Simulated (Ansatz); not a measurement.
# Rb2NiO2: the cost of one run

Method: DFT r²SCAN+U (U_eff = 3 eV on Ni d), plane waves, PAW, in Ansatz 0.2.0.

## Step 1: The system as given

It takes space group I4/mmm (No. 139, tetragonal). The conventional cell has a = 4.166 Å, b = 4.166 Å, c = 13.146 Å, α = 90.00°, β = 90.00°, γ = 90.00°. Rb (site symmetry 4mm) is surrounded by 5 O at 2.86 to 2.97 Å. Ni (site symmetry 4/mmm) has 2 O at 1.67 Å as nearest neighbours. Around O (site symmetry 4mm) lie 1 Ni at 1.67 Å.

Structure file:

```cif
data_structure
_symmetry_space_group_name_H-M 'I4/mmm'
_symmetry_Int_Tables_number 139
_cell_length_a 4.1660
_cell_length_b 4.1660
_cell_length_c 13.1460
_cell_angle_alpha 90.000
_cell_angle_beta 90.000
_cell_angle_gamma 90.000
_cell_volume 228.16
loop_
_atom_site_label
_atom_site_type_symbol
_atom_site_symmetry_multiplicity
_atom_site_Wyckoff_symbol
_atom_site_fract_x
_atom_site_fract_y
_atom_site_fract_z
_atom_site_occupancy
Rb1 Rb 4 e 0.00000 0.00000 0.34510 1
Ni1 Ni 2 a 0.00000 0.00000 0.00000 1
O1 O 4 e 0.00000 0.00000 0.12730 1
```

Magnetic order typed: ferromagnetic.

An earlier series on this cell reached its lowest free state from «from atoms, default search», perhaps among other starts.

## Step 2: Random orbitals: single harmonics, second filling

File input.yaml:

```yaml
crystal:
  lattice:
    - [-2.08300019, 2.08300019, 6.57300058]
    - [2.08300019, -2.08300019, 6.57300058]
    - [2.08300019, 2.08300019, -6.57300058]
  atoms:
    - { symbol: Rb, position: [0.3451, 0.3451, 0.0] }
    - { symbol: Rb, position: [0.6549, 0.6549, 0.0] }
    - { symbol: Ni, position: [0.0, 0.0, 0.0], spin: 0.3 }
    - { symbol: O, position: [0.1273, 0.1273, 0.0] }
    - { symbol: O, position: [0.8727, 0.8727, 0.0] }
basis:
  ecutwfc: 500
  ecutrho_ratio: 4
kpoints:
  mp_grid: { grid: [6, 6, 6] }
hamiltonian:
  xc: r2scan
  hubbard:
    sites:
      - { site: 2, l: d, u_eff: 3.0, starting_ns: [{ spin: up, occupation_matrix: s2up }, { spin: down, occupation_matrix: s2down }] }
    occupation_matrices:
      s2up:
        matrix:
          - [0.97, 0.0, 0.0, 0.0, 0.0]
          - [0.0, 0.02, 0.0, 0.0, 0.0]
          - [0.0, 0.0, 0.97, 0.0, 0.0]
          - [0.0, 0.0, 0.0, 0.97, 0.0]
          - [0.0, 0.0, 0.0, 0.0, 0.97]
      s2down:
        matrix:
          - [0.97, 0.0, 0.0, 0.0, 0.0]
          - [0.0, 0.97, 0.0, 0.0, 0.0]
          - [0.0, 0.0, 0.97, 0.0, 0.0]
          - [0.0, 0.0, 0.0, 0.97, 0.0]
          - [0.0, 0.0, 0.0, 0.0, 0.02]
    ns_hold: { iters: 5 }
scf:
  occupations: { method: gaussian, width: 0.05 }
  lower_state_search: "off"
  max_iter: 150
output:
  forces: true
  stress: true
  eigenvalues: true
  populations: true
  hubbard: { sites: [{ site: 2, l: d }] }
magnetization:
  spin_polarized: true
```

The typed matrices put 0.97 on the chosen orbitals and 0.02 on the others, and are held for 5 cycles.

On the command line:

```sh
$ ansatz run input.yaml --threads 4 --pin off --max-ram 6144MiB --backend cpu --events-out ev --progress --plain --runs-dir out
```

What time and memory should one allow on 4 threads of Intel Xeon 6975P-C (Granite Rapids), shared host?

About 14 s, with a peak of 1 GiB.
